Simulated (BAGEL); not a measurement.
# HF/6-31G(d) (density fitting with qzvpp-jkfit, spherical functions) run of CH5AlOSi (SMILES [CH2]1O[SiH2][AlH]1)

Aim: the vertical singlet–triplet gap of CH5AlOSi at HF/6-31G* (density fitting with qzvpp-jkfit, spherical functions), from 2 runs. 

The calculation is run with BAGEL 1.2.2.

1 further run of the same task is left out (it didn't finish). Runs told in other sessions of the task aren't counted.

## 1. The molecule

The species is CH5AlOSi (9 atoms), meant as a singlet with charge 0. As SMILES, `[CH2]1O[SiH2][AlH]1`. The coordinates come from a PBE0-D4/def2-TZVP relaxation.

Bond lengths: C1–O2 1.447 Å, O2–Si3 1.676 Å, C1–Al4 2.001 Å, Si3–Al4 2.424 Å, C1–H5 1.096 Å, C1–H6 1.096 Å, Si3–H7 1.493 Å, Si3–H8 1.493 Å, Al4–H9 1.591 Å. Some angles: C1–O2–Si3 113.4°, O2–C1–Al4 97.8°, O2–Si3–Al4 77.1°, C1–Al4–Si3 71.7°, O2–C1–H5 109.2°, O2–C1–H6 109.2°, Al4–C1–H5 116.8°, Al4–C1–H6 116.7°, O2–Si3–H7 111.1°, O2–Si3–H8 111.0°.

## 2. The energy at HF/6-31G(d) (density fitting with qzvpp-jkfit, spherical functions)

The input, input.json:

```json
{ "bagel" : [

{
  "title" : "molecule",
  "basis" : "6-31gs.json",
  "df_basis" : "qzvpp-jkfit",
  "angstrom" : true,
  "geometry" : [
    { "atom" : "C", "xyz" : [   -0.309900,    1.022500,   -0.653500 ] },
    { "atom" : "O", "xyz" : [    0.621100,   -0.021300,   -1.022900 ] },
    { "atom" : "Si", "xyz" : [    0.767800,   -1.223900,    0.135800 ] },
    { "atom" : "Al", "xyz" : [   -0.858800,    0.279300,    1.121100 ] },
    { "atom" : "H", "xyz" : [   -1.090200,    1.097600,   -1.420100 ] },
    { "atom" : "H", "xyz" : [    0.213300,    1.986000,   -0.643000 ] },
    { "atom" : "H", "xyz" : [    2.177700,   -1.338300,    0.615000 ] },
    { "atom" : "H", "xyz" : [    0.422400,   -2.560600,   -0.433300 ] },
    { "atom" : "H", "xyz" : [   -1.855100,    0.712400,    2.283700 ] }
  ]
},
{ "title" : "hf" },
{ "title" : "print", "file" : "orbitals.molden", "orbitals" : true }

]}
```

The basis set 6-31G* is read from a file made from the Basis Set Exchange's data (not shown).

The run is started by

```bash
BAGEL_NUM_THREADS=1 BAGEL input.json > input.out
```

What it wrote:

```text
* using 1 threads per process

  ===============================================================
  ===============================================================

  *** Geometry ***

  { "atom" : "C", "xyz" : [     -0.585626,      1.932245,     -1.234936 ] },
  { "atom" : "O", "xyz" : [      1.173709,     -0.040251,     -1.933001 ] },
  { "atom" : "Si", "xyz" : [      1.450932,     -2.312836,      0.256625 ] },
  { "atom" : "Al", "xyz" : [     -1.622897,      0.527801,      2.118572 ] },
  { "atom" : "H", "xyz" : [     -2.060179,      2.074163,     -2.683600 ] },
  { "atom" : "H", "xyz" : [      0.403079,      3.752996,     -1.215094 ] },
  { "atom" : "H", "xyz" : [      4.115257,     -2.529020,      1.162182 ] },
  { "atom" : "H", "xyz" : [      0.798220,     -4.838833,     -0.818818 ] },
  { "atom" : "H", "xyz" : [     -3.505631,      1.346241,      4.315568 ] },

  Number of auxiliary basis functions:      498

  Since a DF basis is specified, we compute 2- and 3-index integrals:
    o Being stored without compression. Storage requirement is 0.022 GB

  Number of basis functions:       74
  Number of electrons      :       46

    * METHOD: MOLECULE                             0.42

  *** RHF ***

  === Nuclear Repulsion ===
   199.2225434528

      * DIIS with orbital gradients will be used.

  === RHF iteration (6-31gs.json) ===
      0       -646.23778916          0.01967141           0.09
      1       -646.34239807          0.01459642           0.09
      2       -646.42499772          0.00183406           0.09
      3       -646.42745803          0.00048398           0.09
      4       -646.42760181          0.00014916           0.09
      5       -646.42762165          0.00003466           0.09
      6       -646.42762336          0.00000921           0.09
      7       -646.42762348          0.00000312           0.09
      8       -646.42762349          0.00000109           0.09
      9       -646.42762349          0.00000037           0.09
     10       -646.42762349          0.00000008           0.09
     11       -646.42762349          0.00000002           0.09
     12       -646.42762349          0.00000001           0.09
    * SCF iteration converged.

    * Permanent dipole moment:
           (    0.654639,    -0.258339,    -0.806071) a.u.

    * METHOD: HF                                   1.40

    * METHOD: PRINT                                0.02

  ===============================================================
```

Run time: 2 s. Hardware: 1 thread of Arm Neoverse N1, shared host; peak memory 0.11 GiB.

## 3. The triplet, same level

The input, input.json:

```json
{ "bagel": [

{
  "title": "molecule",
  "basis": "6-31gs.json",
  "df_basis": "qzvpp-jkfit",
  "angstrom": "true",
  "geometry": [
    { "atom": "C", "xyz": [      -0.309900,       1.022500,      -0.653500 ] },
    { "atom": "O", "xyz": [       0.621100,      -0.021300,      -1.022900 ] },
    { "atom": "Si", "xyz": [       0.767800,      -1.223900,       0.135800 ] },
    { "atom": "Al", "xyz": [      -0.858800,       0.279300,       1.121100 ] },
    { "atom": "H", "xyz": [      -1.090200,       1.097600,      -1.420100 ] },
    { "atom": "H", "xyz": [       0.213300,       1.986000,      -0.643000 ] },
    { "atom": "H", "xyz": [       2.177700,      -1.338300,       0.615000 ] },
    { "atom": "H", "xyz": [       0.422400,      -2.560600,      -0.433300 ] },
    { "atom": "H", "xyz": [      -1.855100,       0.712400,       2.283700 ] }
  ]
},

{
  "title": "uhf",
  "nopen": 2
},

{
  "title": "print",
  "file": "orbitals.molden",
  "orbitals": "true"
}

]}
```

The basis set 6-31G* is read from a file made from the Basis Set Exchange's data (not shown).

The run is started by

```bash
BAGEL_NUM_THREADS=1 BAGEL input.json > input.out
```

What it wrote:

```text
* using 1 threads per process

  ===============================================================
  ===============================================================

  *** Geometry ***

  { "atom" : "C", "xyz" : [     -0.585626,      1.932245,     -1.234936 ] },
  { "atom" : "O", "xyz" : [      1.173709,     -0.040251,     -1.933001 ] },
  { "atom" : "Si", "xyz" : [      1.450932,     -2.312836,      0.256625 ] },
  { "atom" : "Al", "xyz" : [     -1.622897,      0.527801,      2.118572 ] },
  { "atom" : "H", "xyz" : [     -2.060179,      2.074163,     -2.683600 ] },
  { "atom" : "H", "xyz" : [      0.403079,      3.752996,     -1.215094 ] },
  { "atom" : "H", "xyz" : [      4.115257,     -2.529020,      1.162182 ] },
  { "atom" : "H", "xyz" : [      0.798220,     -4.838833,     -0.818818 ] },
  { "atom" : "H", "xyz" : [     -3.505631,      1.346241,      4.315568 ] },

  Number of auxiliary basis functions:      498

  Since a DF basis is specified, we compute 2- and 3-index integrals:
    o Being stored without compression. Storage requirement is 0.022 GB

  Number of basis functions:       74
  Number of electrons      :       46

    * METHOD: MOLECULE                             0.42

  *** Open-shell HF ***

  === Nuclear Repulsion ===
   199.2225434528

      * DIIS with orbital gradients will be used.

  === UHF iteration (6-31gs.json) ===
      0       -646.11367764          0.03813959           0.18
      1       -646.23014423          0.02798426           0.18
      2       -646.27296357          0.01961727           0.18
      3       -646.31209326          0.00180418           0.18
      4       -646.31349547          0.00089952           0.18
      5       -646.31395222          0.00052686           0.18
      6       -646.31435681          0.00028817           0.18
      7       -646.31454188          0.00018023           0.18
      8       -646.31463683          0.00009070           0.18
      9       -646.31467179          0.00004593           0.18
     10       -646.31468294          0.00002330           0.18
     11       -646.31468743          0.00001579           0.18
     12       -646.31469014          0.00001033           0.18
     13       -646.31469113          0.00000624           0.18
     14       -646.31469136          0.00000239           0.18
     15       -646.31469137          0.00000106           0.18
     16       -646.31469137          0.00000043           0.18
     17       -646.31469138          0.00000022           0.18
     18       -646.31469138          0.00000015           0.18
     19       -646.31469138          0.00000010           0.18
     20       -646.31469138          0.00000007           0.18
     21       -646.31469138          0.00000004           0.18
     22       -646.31469138          0.00000003           0.18
     23       -646.31469138          0.00000001           0.18
     24       -646.31469138          0.00000001           0.18
    * SCF iteration converged.

    * S^2 (UHF) is 2.0109

    * Permanent dipole moment:
           (   -0.342748,     0.721249,    -0.271256) a.u.

    * METHOD: UHF                                  4.76

    * METHOD: PRINT                                0.02

  ===============================================================
```

It took 5.4 s on 1 thread of Arm Neoverse N1, shared host; peak memory 0.11 GiB.

## 4. Outcome

At HF/6-31G* (density fitting with qzvpp-jkfit, spherical functions):

```
                                        quantity          value
                           singlet: total energy  -646.42762 Eh
                          singlet: dipole moment         2.72 D
                            singlet: HOMO energy       -9.35 eV
                            singlet: LUMO energy        0.77 eV
                          singlet: HOMO–LUMO gap       10.13 eV
                           triplet: total energy  -646.31469 Eh
                          triplet: dipole moment         2.14 D
                                   triplet: ⟨S²⟩          2.011
vertical energy of the triplet above the singlet       3.073 eV
```

At this shape the triplet lies 3.07 eV (71 kcal/mol) above the singlet.
